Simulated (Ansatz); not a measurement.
# C2H6ClFGe: the cost of one run

All numbers below are computed with Ansatz 0.2.0 (RKS PBE0-D4/def2-SVP).

## Step 1: The structure to begin with

Bond lengths: Ge1–F2 1.680 Å, Ge1–C3 1.960 Å, C3–H4 1.110 Å, C3–H5 1.110 Å, C3–H6 1.110 Å, Ge1–C7 1.959 Å, C7–H8 1.110 Å, C7–H9 1.110 Å, C7–H10 1.110 Å, Ge1–Cl11 2.218 Å. Angles (14 of 18 angles, heavy atoms first): F2–Ge1–C3 109.4°, F2–Ge1–C7 109.5°, F2–Ge1–Cl11 109.5°, C3–Ge1–C7 109.5°, C3–Ge1–Cl11 109.5°, C7–Ge1–Cl11 109.5°, Ge1–C3–H4 109.5°, Ge1–C3–H5 109.5°, Ge1–C3–H6 109.5°, Ge1–C7–H8 109.5°, Ge1–C7–H9 109.5°, Ge1–C7–H10 109.5°, H4–C3–H5 109.4°, H4–C3–H6 109.4°.

Coordinates:

```xyz
11

Ge    0.0000    0.0000    0.0000
F     0.0000    0.0000    1.6800
C     1.8483    0.0000   -0.6527
H     2.1960   -1.0463   -0.7809
H     1.8968    0.5276   -1.6281
H     2.5002    0.5187    0.0808
C    -0.9232    1.5994   -0.6527
H    -1.9758    1.3458   -0.8971
H    -0.9048    2.3840    0.1322
H    -0.4128    1.9760   -1.5636
Cl   -1.0456   -1.8115   -0.7393
```

## Step 2: Preparing the start

File input.yaml:

```yaml
crystal:
  periodic: [false, false, false]
  atoms:
    - { symbol: Ge, position_ang: [0.0, 0.0, 0.0] }
    - { symbol: F, position_ang: [0.0, 0.0, 1.68] }
    - { symbol: C, position_ang: [1.8483, 0.0, -0.6527] }
    - { symbol: H, position_ang: [2.196, -1.0463, -0.7809] }
    - { symbol: H, position_ang: [1.8968, 0.5276, -1.6281] }
    - { symbol: H, position_ang: [2.5002, 0.5187, 0.0808] }
    - { symbol: C, position_ang: [-0.9232, 1.5994, -0.6527] }
    - { symbol: H, position_ang: [-1.9758, 1.3458, -0.8971] }
    - { symbol: H, position_ang: [-0.9048, 2.384, 0.1322] }
    - { symbol: H, position_ang: [-0.4128, 1.976, -1.5636] }
    - { symbol: Cl, position_ang: [-1.0456, -1.8115, -0.7393] }
basis:
  gaussian: { orbitals: def2-SVP }
hamiltonian:
  xc: pbe0
  dispersion: d4
relax:
  f_tol: 0.02
  max_steps: 40
```

The run is started by

```sh
ansatz run input.yaml --threads 2 --pin off --max-ram 3072MiB --backend cpu --events-out ev --progress --plain --runs-dir out
```

What time and memory should one allow on 2 threads of AMD EPYC 9R45 (Zen 5), shared host?

About 22 s, with a peak of 0.34 GiB.
